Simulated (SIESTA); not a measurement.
ScTaN:

```
Ta Sc N
1.0
     3.08507    0.00000    0.00000
    -1.54253    2.67175    0.00000
     0.00000    0.00000   10.34014
Ta Sc N
2 2 2
Cartesian
  0.0000 1.7812 2.5399
  1.5425 0.8906 7.8003
  0.0000 0.0000 0.0000
  0.0000 0.0000 5.1701
  0.0000 1.7812 6.5126
  1.5425 0.8906 3.8275
```

The cell comes from a database or a generator and needn't be the stable form of this composition.

Base run:

| Property | Result |
| --- | --- |
| Program | SIESTA 5.4.2 |
| Functional | PBEsol |
| Potentials or basis | PseudoDojo 0.4 standard (PBEsol files) |
| Basis | SZP (energy shift 0.003 Ry) |
| Grid cutoff | 800 Ry |
| Energy shift | 0.003 Ry |
| k mesh | 10 × 10 × 3 |
| Occupations | fermi-dirac, width 0.05 eV |
| Spin | no spin polarisation |

Its results: band gap on the k mesh none (metal or under the smearing width); pressure -4.5 GPa; largest force 0.073 eV/Å.

Question: The run is repeated on the same cell with these changes: basis from SZP (energy shift 0.003 Ry) to TZDP (energy shift 0.003 Ry; two zetas on semicore shells). What comes out?

Answer: Band gap on the k mesh none (metal or under the smearing width); pressure -5.6 GPa; largest force 0.114 eV/Å.

Caveats: short orbitals over semicore shells can move pressures by several GPa; spin-orbit coupling is left out, which moves the levels of the heavy elements; the basis of atomic orbitals isn't converged, which shifts pressures, moduli and gaps.
